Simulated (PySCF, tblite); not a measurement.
**C3H9BO2PSi radical: geometry, infrared bands and EPR parameters**

Aim: predict the infrared bands and EPR parameters of C3H9BO2PSi radical (`BP[Si]1OCCCO1`).

The runs use tblite 0.8.0 and PySCF 2.14.0, with density-fitted response routines of our own; the level of theory stands in each step. All values are computed, except where a source is named. Atoms count from 0, in the outputs and in this text.

## (1) Starting geometry

17 atoms, charge 0, multiplicity 2; geometry from: force field or distance geometry start.

Bonds of the start (Å): B0–P1 1.92, P1–Si2 2.19, Si2–O3 1.75, O3–C4 1.41, C4–C5 1.55, C5–C6 1.54, C6–O7 1.42, O7–Si2 1.73, B0–H8 1.18, B0–H9 1.18, P1–H10 1.45, C4–H11 1.11, C4–H12 1.11, C5–H13 1.10, C5–H14 1.11, C6–H15 1.13, C6–H16 1.11.

## (2) Optimising the geometry with GFN2-xTB

The job: settings as JSON, then the geometry in Å.

```
{"job": {"kind": "relax", "xc": "GFN2-xTB", "basis": "xTB"}, "charge": 0, "multiplicity": 2}
B      2.967100    -0.260800    -0.753600
P      2.812000    -0.510500     1.144600
Si     0.637000    -0.232100     1.194000
O      0.217300     1.240400     0.347900
C     -1.183400     1.281400     0.193900
C     -1.727100     0.085700    -0.619600
C     -1.501600    -1.216900     0.163300
O     -0.128500    -1.521700     0.339300
H      2.550400    -1.085500    -1.489700
H      3.377600     0.756400    -1.177700
H      3.115900     0.866800     1.476400
H     -1.702300     1.361800     1.172600
H     -1.430000     2.211600    -0.364100
H     -2.805700     0.226100    -0.798400
H     -1.209900     0.036700    -1.598200
H     -2.027400    -1.183100     1.163300
H     -1.968300    -2.044200    -0.403900
```

Command:

```bash
$ OMP_NUM_THREADS=1 python probes_run.py task.json out
```

The driver reads the jobs from task.json and runs them one after another.

**Question.** This job is followed by: GFN2-xTB harmonic vibrations, gas phase; UKS B3LYP, pcH-1 on B C H O P Si, non-relativistic, mean-field spin-orbit, GIAO. Predict these results of the whole session: strongest single infrared mode (GFN2-xTB); zero-point energy (GFN2-xTB); g(iso) (B3LYP); ⟨S²⟩; largest a(iso) (averaged by class); surface potential, 1st and 99th percentile.

As calculated:

```
                                 quantity                    value
strongest single infrared mode (GFN2-xTB)    1129 cm⁻¹, 399 km/mol
             zero-point energy (GFN2-xTB)            76.9 kcal/mol
                           g(iso) (B3LYP)                  2.00114
                                     ⟨S²⟩       0.754 (exact 0.75)
       largest a(iso) (averaged by class)  29Si on Si2, -830.3 MHz
    surface potential, 1st and 99th percentile       -1.13 V and 1.11 V
```

What this shows: The optimisation took 176 steps and gained 0.794 eV; among the close pairs (by a distance rule), Si2–O3 changed most, from 1.749 to 1.638 Å. All 45 modes are real, so the xTB geometry is a minimum. The strongest single mode, at 1129 cm⁻¹, has its largest shares on O3, C4, O7 and C6 (the list is cut at 4 atoms). Unscaled tight-binding wavenumbers are off by several per cent, some by more. Its intensities can rank the bands wrongly. Most of the unpaired spin sits on Si2 (0.66 e). The isotropic g lies 1.2 ppt below the free-electron value.
